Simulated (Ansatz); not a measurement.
**SiH₃O₄ radical: up Jacob's ladder to CCSD(T)**

Aim: compute SiH₃O₄ radical with functionals from several rungs and with coupled cluster. The yardstick is the atomisation energy at the CCSD(T) limit.

The runs use Ansatz 0.2.0, Gaussian basis; functionals in def2-TZVPP, the program's frozen cores in correlated methods.

Plan: LDA (SPW92), PBE-D4, revPBE-D4, BLYP-D4, r2SCAN-D4, B97M-V, PBE0-D4, B3LYP-D4, r2SCANh-D4, r2SCAN0-D4, HSE06-D4, BHLYP-D4, CAM-B3LYP-D4, LC-ωPBE, ωB97X-V, ωB97M-V, B2PLYP, PBE-QIDH; CCSD(T)/def2-SVP; CCSD(T)/def2-TZVPP; MP2/def2-QZVPP; extrapolation to the limit; RPA on PBE.

## Step 1: The geometry

All runs share one geometry, relaxed beforehand with PBE0-D4 in a triple-zeta def2 set.

SMILES `[O][Si](O)(O)O`, 8 atoms, charge 0, spin multiplicity 2.

Atoms are counted from 1 here; the program's logs count them from 0.

Bond lengths: O1–Si2 1.656 Å, Si2–O3 1.631 Å, Si2–O4 1.622 Å, Si2–O5 1.624 Å, O3–H6 0.959 Å, O4–H7 0.959 Å, O5–H8 0.958 Å. Angles: O1–Si2–O3 102.2°, O1–Si2–O4 107.0°, O1–Si2–O5 116.5°, O3–Si2–O4 116.6°, O3–Si2–O5 108.2°, O4–Si2–O5 106.6°, Si2–O3–H6 117.6°, Si2–O4–H7 116.9°, Si2–O5–H8 118.2°.

## Step 2: LDA

This LDA is Slater exchange with PW92 correlation.

The input, in.yaml:

```yaml
crystal:
  periodic: [false, false, false]
  atoms:
    - {symbol: O, position_ang: [-1.417605, 0.247787, 1.193032]}
    - {symbol: Si, position_ang: [-0.195771, 0.058690, 0.091018]}
    - {symbol: O, position_ang: [1.117121, -0.067327, 1.049779]}
    - {symbol: O, position_ang: [-0.249880, 1.339090, -0.902694]}
    - {symbol: O, position_ang: [-0.266319, -1.263511, -0.849683]}
    - {symbol: H, position_ang: [1.271433, 0.632970, 1.686711]}
    - {symbol: H, position_ang: [-0.093953, 1.173100, -1.833844]}
    - {symbol: H, position_ang: [-0.165036, -2.120800, -0.434320]}
basis:
  gaussian: {orbitals: def2-TZVPP}
magnetization: {spin_polarized: true, initial_magnetization: 1}
hamiltonian: {xc: lda}
output: {orbitals: {seedname: orbitals}}
```

Further steps of the session: PBE-D4 (GGA); revPBE-D4 (GGA); BLYP-D4 (GGA); r2SCAN-D4 (meta-GGA); B97M-V (meta-GGA); PBE0-D4 (hybrid); B3LYP-D4 (hybrid); r2SCANh-D4 (hybrid); r2SCAN0-D4 (hybrid); HSE06-D4 (hybrid); BHLYP-D4 (hybrid); CAM-B3LYP-D4 (range-separated); LC-ωPBE-D4 (range-separated); ωB97X-V (range-separated); ωB97M-V (range-separated); B2PLYP (double hybrid); PBE-QIDH (double hybrid); CCSD(T) in def2-SVP; CCSD(T) in def2-TZVPP; MP2 in def2-QZVPP; RPA on PBE orbitals.

**Question.** What will the summary of the whole plan be? Wanted: atomisation energy, CCSD(T)/CBS; farthest beyond LDA; mean size of error, GGA; mean size of error, meta-GGA; mean size of error, hybrid; mean size of error, range-separated; mean size of error, double hybrid; gap, smallest and largest; T1 diagnostic.

The runs gave:

| quantity | value |
| --- | --- |
| atomisation energy, CCSD(T)/CBS | 775.6 kcal/mol |
| functionals within 3.9 kcal/mol (0.5 %) | BLYP-D4, r2SCAN-D4, CAM-B3LYP-D4, ωB97M-V |
| farthest beyond LDA | BHLYP-D4 (-43.6 kcal/mol) |
| mean size of error, GGA | 9.5 kcal/mol |
| mean size of error, meta-GGA | 2.1 kcal/mol |
| mean size of error, hybrid | 19.8 kcal/mol |
| mean size of error, range-separated | 4.5 kcal/mol |
| mean size of error, double hybrid | 16.9 kcal/mol |
| gap, smallest and largest | 0.35 eV (LDA (SPW92)), 10.05 eV (LC-ωPBE) |
| T1 diagnostic | 0.0150 |
| triples share of the correlation energy | 3.3 % |

**Reading.** The LDA atomisation energy is off by 125.2 kcal/mol (16 %): it overbinds. PBE-D4 is off by +9.4 kcal/mol. Double hybrids carry the basis error of their MP2 part in triple zeta, and no dispersion term here, so their miss is partly the set-up's. By mean error the best rung here is meta-GGA (2.1 kcal/mol) and the worst beyond LDA is hybrid (19.8 kcal/mol). The mean of the hybrids holds BHLYP, with half exact exchange. The reference freezes the cores and leaves out relativity and excitations past (T), so misses under about 3.9 kcal/mol can't be ranked. Hartree-Fock recovers 68 % of the binding; the rest is correlation. CCSD(T) in def2-SVP is off by -82.2 kcal/mol, worse than the median functional, from the basis alone. Orbital gaps span 0.3 to 10.1 eV; exact exchange widens them.
